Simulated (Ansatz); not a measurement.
This script drives Ansatz 0.2.0, Python API.

Contents of `vpt_vpt.vasp`:
```text
VPt
1.0
   2.69407684    0.00000000    0.00000000
   0.00000000    2.69407684    0.00000000
   0.00000000    0.00000000    3.88000000
V Pt
1 1
Direct
   0.50000000    0.50000000    0.50000000
   0.00000000    0.00000000    0.00000000
```

Contents of `vpt_v.extxyz`:
```text
1
Lattice="-1.51435 1.51435 1.51435 1.51435 -1.51435 1.51435 1.51435 1.51435 -1.51435" Properties=species:S:1:pos:R:3:initial_magmoms:R:1 pbc="T T T"
V     0.00000000    0.00000000    0.00000000  1.50
```

`vpt_pt.xyz`
```text
1
Lattice="0.0 1.9609 1.9609 1.9609 0.0 1.9609 1.9609 1.9609 0.0" Properties=species:S:1:pos:R:3 pbc="T T T"
Pt    0.00000000    0.00000000    0.00000000
```

`vpt.py`
```python
from collections import Counter

import ansatz as az
from ase.io import read
import numpy as np

XC = 'PBEsol'
ECUT = 510
KSPACING = 0.33
OCCUPATIONS = 'fermi_dirac'
WIDTH_EV = 0.05

POLARISED = {'VPt', 'V'}


def ground_state(name, crystal):
    calc = (
        crystal.calculation()
        .functional(XC)
        .basis(ECUT)
        .kpoints(spacing=KSPACING)
        .occupations(OCCUPATIONS, width=WIDTH_EV)
        .stress()
    )
    if name in POLARISED:
        calc = calc.spin('collinear')
    calc = calc.relax(force_tolerance=0.02, max_steps=40, cell=True)
    return calc.run()


def counts(outcome):
    return Counter(site.symbol for site in outcome.lattice.sites)

def formation_energy(outcome, mu):
    n = counts(outcome)
    return (outcome.report['energy_sigma0_ev'] - sum(k * mu[element] for element, k in n.items())) / sum(n.values())


def volume_per_atom(outcome):
    return abs(np.linalg.det(outcome.lattice.cell_ang)) / len(outcome.lattice.sites)

phases = {}
atoms = read('vpt_vpt.vasp', format='vasp')
vpt = az.Crystal.from_ase(atoms).moments(V=1.5)
phases['VPt'] = vpt
v = az.Crystal.from_extxyz('vpt_v.extxyz')
phases['V'] = v
pt = az.Crystal.from_extxyz('vpt_pt.xyz')
phases['Pt'] = pt

done = {}
for name, crystal in phases.items():
    done[name] = ground_state(name, crystal)
    print(f'{name}: {done[name].report["energy_sigma0_ev"]:.4f} eV, {len(done[name].lattice.sites)} atoms')

references = {'V': 'V', 'Pt': 'Pt'}
mu = {element: done[name].report['energy_sigma0_ev'] / len(done[name].lattice.sites) for element, name in references.items()}

target = done['VPt']
heat = formation_energy(target, mu)
n = counts(target)
print('cell content:', dict(n), ' volume', round(volume_per_atom(target), 3), 'A^3/atom')
print('formation energy', round(heat, 4), 'eV/atom,', round(heat * sum(n.values()), 4), 'eV per cell')
print('bound against the elements' if heat < 0 else 'unbound against the elements')
```

It is started by `python vpt.py`. Estimate its wall time and peak memory on 1 thread of Arm Neoverse V2, with other jobs on the host.

It took about 26 s, with a peak of 0.48 GiB, for 3 runs of the engine.

```console
$ python vpt.py
RunWarning: the starting moments were not kept: the SCF closed with an absolute magnetisation of 6.0e-7 μB, where they sum to 1.5 μB in size (1 site). That is at most 0.1 of that sum. Measured as dr2_m measures the in/out step, that magnetisation stands 6.0e-14 eV from none, at or under the dr2_threshold of 1.0e-7 eV: [...]
VPt: -15270.3024 eV, 2 atoms
V: -2885.2887 eV, 1 atoms
Pt: -12383.8511 eV, 1 atoms
cell content: {<Element.V: 'V'>: 1, <Element.PT: 'Pt'>: 1}  volume 13.764 A^3/atom
formation energy -0.5813 eV/atom, -1.1626 eV per cell
bound against the elements
```
(Warnings from the package without file and line, shortened, repeats left out.)

Notes:
- Total energies depend on the potentials; only differences at equal settings carry meaning.
- The SCF didn't keep the moments it started from (some shrank, vanished or turned); what is printed is the state reached.
- For the metals among these phases the mesh is modest: differences between phases can be off by up to 40 meV an atom.
- Spin-orbit coupling, which matters for elements this heavy, is left out.
- The cells come from databases of deposited and of computed structures, and not all need be stable phases.
- The compound is the structure given, not necessarily its lowest; energies are at zero temperature, with no correction for gases. Magnetic phases start from parallel moments and may not end in their lowest magnetic state. A semilocal functional's error on such energies is often 0.05 to 0.1 eV an atom, and 0.1 to 0.3 eV against gases such as O2 or F2.

(Lines on the test bed's own set-up are left out of the output.)
